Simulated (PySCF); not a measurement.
# F2H5NSi2: the cost of one run

Computed with PySCF 2.14.0, with density-fitted response routines of our own, on a single molecule in the gas phase. Atoms count from 0, in the outputs and in this text.

## (1) The starting structure

10 atoms, charge 0, multiplicity 1; geometry from: PBE0-D3(BJ)/def2-SVP.

Bonds of the start (Å): N0–Si1 1.73, Si1–Si2 2.34, Si2–F3 1.62, Si2–F4 1.62, N0–H5 1.01, N0–H6 1.01, Si1–H7 1.50, Si1–H8 1.49, Si2–H9 1.49.

## (2) Shielding tensors: HF/pcSseg-2

What the job is given:

```
{"job": {"kind": "nmr", "xc": "HF", "basis": "pcSseg-2", "pop": false}, "charge": 0, "multiplicity": 1}
N      1.498251    -0.993593     0.159985
Si     0.721548     0.543729    -0.046978
Si    -1.585359     0.141124    -0.033556
F     -2.372655     1.466178    -0.538767
F     -2.084134    -0.134304     1.484135
H      1.338129    -1.734161    -0.514149
H      2.455510    -1.022925     0.494432
H      1.061426     1.315201    -1.291373
H      1.074474     1.400397     1.123846
H     -2.057075    -1.002930    -0.863690
```

Method: GIAO HF/pcSseg-2 NMR shielding, non-relativistic, gas phase.

Command:

```console
$ OMP_NUM_THREADS=1 python probes_run.py task.json out
```

This one command runs all jobs of the session in turn.

**Question.** How long does this first job take on 1 thread of Arm Neoverse V1, shared host, and how much memory does it need?

About 16 s, with a peak of 1 GiB.
